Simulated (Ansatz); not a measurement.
# C2H6BrNSi: a ladder of functionals and wavefunction methods

How much do the methods differ for C2H6BrNSi? The plan is to run it at one geometry with functionals of several rungs and with coupled cluster, and see how far each lands from CCSD(T) at the basis-set limit for the atomisation energy.

Method: functionals in def2-TZVPP, the program's frozen cores in correlated methods; program: Ansatz 0.2.0, Gaussian basis.

Plan: LDA (SPW92), PBE-D4, revPBE-D4, BLYP-D4, r2SCAN-D4, B97M-V, PBE0-D4, B3LYP-D4, r2SCANh-D4, r2SCAN0-D4, HSE06-D4, BHLYP-D4, CAM-B3LYP-D4, LC-ωPBE, ωB97X-V, ωB97M-V, B2PLYP, PBE-QIDH; CCSD(T)/def2-SVP; CCSD(T)/def2-TZVPP; MP2/def2-QZVPP; extrapolation to the limit; RPA on PBE.

## (1) The geometry

The geometry comes from an earlier relaxation with PBE0-D4 in a triple-zeta def2 set; it is a stationary point, not always the lowest conformer.

11 atoms, charge 0, spin multiplicity 1.

Atoms are counted from 1 here; the program's logs count them from 0.

Bond lengths: N1–C2 1.355 Å, N1–H6 1.003 Å, N1–H7 1.007 Å, C2–C3 1.344 Å, C2–H8 1.087 Å, C3–Si4 1.840 Å, C3–Br5 1.908 Å, Si4–H9 1.487 Å, Si4–H10 1.487 Å, Si4–H11 1.490 Å. Angles: C2–N1–H6 119.0°, C2–N1–H7 117.9°, H6–N1–H7 116.9°, N1–C2–C3 127.6°, N1–C2–H8 115.0°, C3–C2–H8 117.4°, C2–C3–Si4 125.4°, C2–C3–Br5 118.0°, Si4–C3–Br5 116.7°, C3–Si4–H9 111.3°, C3–Si4–H10 111.6°, C3–Si4–H11 107.2°, H9–Si4–H10 107.8°, H9–Si4–H11 109.5°, H10–Si4–H11 109.4°.

## (2) LDA

This LDA is Slater exchange with PW92 correlation.

Contents of in.yaml:

```yaml
crystal:
  periodic: [false, false, false]
  atoms:
    - {symbol: N, position_ang: [-0.951423, 1.497126, -1.304897]}
    - {symbol: C, position_ang: [-0.573646, 0.337104, -0.716263]}
    - {symbol: C, position_ang: [0.299814, 0.176739, 0.292169]}
    - {symbol: Si, position_ang: [0.824563, -1.438334, 0.999680]}
    - {symbol: Br, position_ang: [1.075383, 1.741467, 1.061584]}
    - {symbol: H, position_ang: [-1.779346, 1.508421, -1.870305]}
    - {symbol: H, position_ang: [-0.695681, 2.360281, -0.853371]}
    - {symbol: H, position_ang: [-1.011652, -0.560373, -1.145288]}
    - {symbol: H, position_ang: [0.500885, -1.524253, 2.448229]}
    - {symbol: H, position_ang: [2.287982, -1.652387, 0.847379]}
    - {symbol: H, position_ang: [0.088621, -2.502789, 0.261784]}
basis:
  gaussian: {orbitals: def2-TZVPP}
hamiltonian: {xc: lda}
output: {orbitals: {seedname: orbitals}}
```

Further steps of the session: PBE-D4 (GGA); revPBE-D4 (GGA); BLYP-D4 (GGA); r2SCAN-D4 (meta-GGA); B97M-V (meta-GGA); PBE0-D4 (hybrid); B3LYP-D4 (hybrid); r2SCANh-D4 (hybrid); r2SCAN0-D4 (hybrid); HSE06-D4 (hybrid); BHLYP-D4 (hybrid); CAM-B3LYP-D4 (range-separated); LC-ωPBE (range-separated); ωB97X-V (range-separated); ωB97M-V (range-separated); B2PLYP (double hybrid); PBE-QIDH (double hybrid); CCSD(T) in def2-SVP; CCSD(T) in def2-TZVPP; MP2 in def2-QZVPP; RPA on PBE orbitals.

**Question.** What will the summary of the whole plan be? Wanted: atomisation energy, CCSD(T)/CBS; farthest beyond LDA; mean size of error, GGA; mean size of error, meta-GGA; mean size of error, hybrid; mean size of error, range-separated; mean size of error, double hybrid; gap, smallest and largest; T1 diagnostic.

**Answer**, as computed:

```
                               quantity                                                                                                                              value
        atomisation energy, CCSD(T)/CBS                                                                                                                      3858.5 kJ/mol
 functionals within 38.6 kJ/mol (1.0 %)  revPBE-D4, BLYP-D4, r2SCAN-D4, B97M-V, PBE0-D4, B3LYP-D4, r2SCANh-D4, HSE06-D4, CAM-B3LYP-D4, LC-ωPBE, ωB97X-V, ωB97M-V, PBE-QIDH
                    farthest beyond LDA                                                                                                           BHLYP-D4 (-109.3 kJ/mol)
                mean size of error, GGA                                                                                                                        34.0 kJ/mol
           mean size of error, meta-GGA                                                                                                                         7.2 kJ/mol
             mean size of error, hybrid                                                                                                                        37.8 kJ/mol
    mean size of error, range-separated                                                                                                                        15.6 kJ/mol
      mean size of error, double hybrid                                                                                                                        35.6 kJ/mol
              gap, smallest and largest                                                                                          4.23 eV (LDA (SPW92)), 11.24 eV (LC-ωPBE)
                          T1 diagnostic                                                                                                                             0.0113
triples share of the correlation energy                                                                                                                              4.1 %
```

What this shows: LDA overbinds by 586.6 kJ/mol (15 %). PBE-D4 is off by +93.2 kJ/mol. Double hybrids carry the basis error of their MP2 part in triple zeta, and no dispersion term here, so their miss is partly the set-up's. The rungs meta-GGA, range-separated, GGA, double hybrid, hybrid miss on average by less than the doubt on the reference (38.6 kJ/mol), so they tie. Misses under about 38.6 kJ/mol are within the doubt on the reference itself, which lacks core-valence correlation, relativity and higher excitations, and its outer-core shells are covered unevenly. All levels share the lack of spin-orbit coupling, which lowers the free heavy atoms and so the true binding. Hartree-Fock recovers 71 % of the binding; the rest is correlation. CCSD(T) in def2-SVP is off by -246.0 kJ/mol, more than most functionals: a good method in a small basis is no reference. Orbital gaps span 4.2 to 11.2 eV; exact exchange widens them. Correlated methods include outer-core shells of Br, which these sets cover unevenly.
